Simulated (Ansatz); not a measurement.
# Alloy of AlN and SiC (18 of 48 Al sites, 18 of 48 N sites exchanged), 96 atoms

Wanted: the relaxed alloy cell and its gap (PBEsol and r²SCAN).

Method: density functional theory in Ansatz 0.2.0, PAW datasets, plane waves.

## Step 1: Starting point

96 atoms (18 Si, 30 Al, 30 N, 18 C); a = 9.298 Å, b = 10.737 Å, c = 10.016 Å, α = 90.00°, β = 90.00°, γ = 90.00°. All atoms were shaken off their sites by about 0.02 Å along each axis.

Plan of the steps: (2) PBEsol cell relaxation at the single k point (¼, ¼, ¼), on 7 threads of Arm Neoverse-V2; (3) r²SCAN single point at the Γ point alone, on 7 threads of Arm Neoverse-V2.

## Step 2: Relaxing cell and atoms with PBEsol

in.yaml

```yaml
crystal:
  lattice:
    - [9.298357, 0.000000, 0.000000]
    - [0.000000, 10.736818, 0.000000]
    - [0.000000, 0.000000, 10.015729]
  atoms:
    - { symbol: Si, position: [0.165365, 0.081969, 0.250933] }
    - { symbol: Si, position: [0.498076, 0.080413, 0.249408] }
    - { symbol: Si, position: [0.497268, 0.081804, 0.746094] }
    - { symbol: Si, position: [0.999079, 0.836680, 0.749614] }
    - { symbol: Si, position: [0.835230, 0.084948, 0.247588] }
    - { symbol: Si, position: [0.838057, 0.084245, 0.746271] }
    - { symbol: Si, position: [0.333581, 0.835009, 0.747171] }
    - { symbol: Si, position: [0.665809, 0.832586, 0.245367] }
    - { symbol: Si, position: [0.667510, 0.834347, 0.746251] }
    - { symbol: Si, position: [0.000656, 0.163706, 0.497978] }
    - { symbol: Si, position: [0.999598, 0.165919, 0.998552] }
    - { symbol: Si, position: [0.328772, 0.169060, 0.495800] }
    - { symbol: Si, position: [0.667819, 0.167707, 0.496609] }
    - { symbol: Si, position: [0.665236, 0.164892, 0.997039] }
    - { symbol: Si, position: [0.501542, 0.918674, 0.500104] }
    - { symbol: Si, position: [0.497927, 0.914943, 0.001589] }
    - { symbol: Si, position: [0.832317, 0.918876, 0.501547] }
    - { symbol: Si, position: [0.836041, 0.914221, 0.000553] }
    - { symbol: Al, position: [0.170750, 0.084425, 0.749742] }
    - { symbol: Al, position: [0.999414, 0.331211, 0.248637] }
    - { symbol: Al, position: [0.003122, 0.334599, 0.749023] }
    - { symbol: Al, position: [0.333525, 0.330228, 0.251216] }
    - { symbol: Al, position: [0.334632, 0.330536, 0.748760] }
    - { symbol: Al, position: [0.166684, 0.583505, 0.247465] }
    - { symbol: Al, position: [0.163177, 0.583927, 0.749483] }
    - { symbol: Al, position: [0.999089, 0.835043, 0.245125] }
    - { symbol: Al, position: [0.672300, 0.331963, 0.247738] }
    - { symbol: Al, position: [0.668440, 0.334399, 0.747770] }
    - { symbol: Al, position: [0.501145, 0.582719, 0.246723] }
    - { symbol: Al, position: [0.500649, 0.579896, 0.749190] }
    - { symbol: Al, position: [0.336319, 0.829825, 0.249350] }
    - { symbol: Al, position: [0.833098, 0.583113, 0.249968] }
    - { symbol: Al, position: [0.835184, 0.582021, 0.747095] }
    - { symbol: Al, position: [0.332579, 0.170212, 0.998608] }
    - { symbol: Al, position: [0.168787, 0.416560, 0.500328] }
    - { symbol: Al, position: [0.166389, 0.415541, 0.000941] }
    - { symbol: Al, position: [0.001473, 0.664352, 0.500738] }
    - { symbol: Al, position: [0.002741, 0.665954, 0.001073] }
    - { symbol: Al, position: [0.500653, 0.417387, 0.498283] }
    - { symbol: Al, position: [0.498563, 0.415217, 0.998314] }
    - { symbol: Al, position: [0.332744, 0.666231, 0.499724] }
    - { symbol: Al, position: [0.336190, 0.668826, 0.999877] }
    - { symbol: Al, position: [0.159825, 0.916620, 0.501931] }
    - { symbol: Al, position: [0.165908, 0.917906, 0.000886] }
    - { symbol: Al, position: [0.831776, 0.417641, 0.500456] }
    - { symbol: Al, position: [0.832344, 0.418922, 0.998369] }
    - { symbol: Al, position: [0.666914, 0.666344, 0.499148] }
    - { symbol: Al, position: [0.665922, 0.665231, 0.000467] }
    - { symbol: N, position: [0.997545, 0.167058, 0.187405] }
    - { symbol: N, position: [0.334333, 0.169517, 0.187878] }
    - { symbol: N, position: [0.329985, 0.165441, 0.689153] }
    - { symbol: N, position: [0.166897, 0.415735, 0.189110] }
    - { symbol: N, position: [0.000827, 0.670091, 0.183193] }
    - { symbol: N, position: [0.999401, 0.665872, 0.689151] }
    - { symbol: N, position: [0.668573, 0.169022, 0.689050] }
    - { symbol: N, position: [0.331583, 0.669549, 0.186320] }
    - { symbol: N, position: [0.333915, 0.662577, 0.693147] }
    - { symbol: N, position: [0.165994, 0.913703, 0.188988] }
    - { symbol: N, position: [0.165868, 0.918395, 0.687924] }
    - { symbol: N, position: [0.667557, 0.668043, 0.189409] }
    - { symbol: N, position: [0.496373, 0.915445, 0.192036] }
    - { symbol: N, position: [0.497002, 0.916965, 0.687605] }
    - { symbol: N, position: [0.834968, 0.915355, 0.191841] }
    - { symbol: N, position: [0.830289, 0.914391, 0.687011] }
    - { symbol: N, position: [0.167999, 0.081545, 0.436536] }
    - { symbol: N, position: [0.165482, 0.083927, 0.940836] }
    - { symbol: N, position: [0.496384, 0.082986, 0.438251] }
    - { symbol: N, position: [0.500511, 0.083920, 0.941144] }
    - { symbol: N, position: [0.166351, 0.583523, 0.436093] }
    - { symbol: N, position: [0.997082, 0.835249, 0.437927] }
    - { symbol: N, position: [0.997256, 0.833751, 0.937323] }
    - { symbol: N, position: [0.833269, 0.081153, 0.435564] }
    - { symbol: N, position: [0.832488, 0.083565, 0.940675] }
    - { symbol: N, position: [0.496366, 0.585596, 0.440067] }
    - { symbol: N, position: [0.334942, 0.830845, 0.440248] }
    - { symbol: N, position: [0.336448, 0.831336, 0.936986] }
    - { symbol: N, position: [0.665653, 0.833456, 0.439872] }
    - { symbol: N, position: [0.667218, 0.832533, 0.937736] }
    - { symbol: C, position: [0.000899, 0.167016, 0.693530] }
    - { symbol: C, position: [0.168465, 0.417751, 0.690718] }
    - { symbol: C, position: [0.666386, 0.162737, 0.185530] }
    - { symbol: C, position: [0.500223, 0.417780, 0.192173] }
    - { symbol: C, position: [0.505084, 0.418322, 0.691790] }
    - { symbol: C, position: [0.832092, 0.417615, 0.185707] }
    - { symbol: C, position: [0.831586, 0.416954, 0.687987] }
    - { symbol: C, position: [0.666144, 0.664172, 0.689357] }
    - { symbol: C, position: [0.000883, 0.333292, 0.437630] }
    - { symbol: C, position: [0.998708, 0.332350, 0.939725] }
    - { symbol: C, position: [0.331553, 0.331273, 0.438702] }
    - { symbol: C, position: [0.332416, 0.333435, 0.937787] }
    - { symbol: C, position: [0.166542, 0.583791, 0.941332] }
    - { symbol: C, position: [0.663682, 0.334599, 0.436911] }
    - { symbol: C, position: [0.665918, 0.329453, 0.936642] }
    - { symbol: C, position: [0.500454, 0.585140, 0.938852] }
    - { symbol: C, position: [0.837357, 0.583072, 0.441450] }
    - { symbol: C, position: [0.838120, 0.582520, 0.939001] }
  symmetry: { detect: false }
kpoints:
  mp_grid: { grid: [1, 1, 1], shift: [0.25, 0.25, 0.25] }
hamiltonian:
  xc: pbesol
scf:
  occupations: { method: fermi_dirac, width: 0.01 }
relax:
  f_tol: 0.03
  max_steps: 80
  escape_saddle: false
  adjacent_minimum: "off"
  cell: { fix: [alpha, beta, gamma] }
output:
  forces: true
  eigenvalues: true
  populations: true
```

Command:

```bash
ansatz run in.yaml --threads 7 --pin off --max-ram 26600MiB --runs-dir r --events-out ev --progress --plain
```

Further steps of the session: Single point with r²SCAN.

Before running it: what results should come out? Wanted: for each run, top filled to lowest empty.

As calculated:

```
             level                     time   k points  top filled to lowest empty (eV)
PBEsol, relaxation  3.7 min (7 CPU threads)  (¼, ¼, ¼)                             0.23
            r²SCAN     25 s (7 CPU threads)          Γ                             0.27
```

| quantity | value |
| --- | --- |
| relaxation | 15 recorded steps, 18.37 eV gained |
| largest shift | 0.50 Å (N77) |
| relaxed cell | a = 9.275 Å, b = 10.960 Å, c = 10.122 Å, α = 90.00°, β = 90.00°, γ = 90.00° |
| mean bonds | Al–C 1.939, Al–N 1.957, C–Si 1.769, N–Si 1.845 Å |

Relaxation gains 18.37 eV, with shifts up to 0.50 Å (N77), while the volume changes by +2.9 %. The mean lengths of the listed bonds run from C–Si 1.77 Å to Al–N 1.96 Å. The relaxation ran on other k points, so part of any difference from the later rows can come from the mesh. With one k point the spacing samples only the states that fold onto it, so it can exceed the gap over the zone.
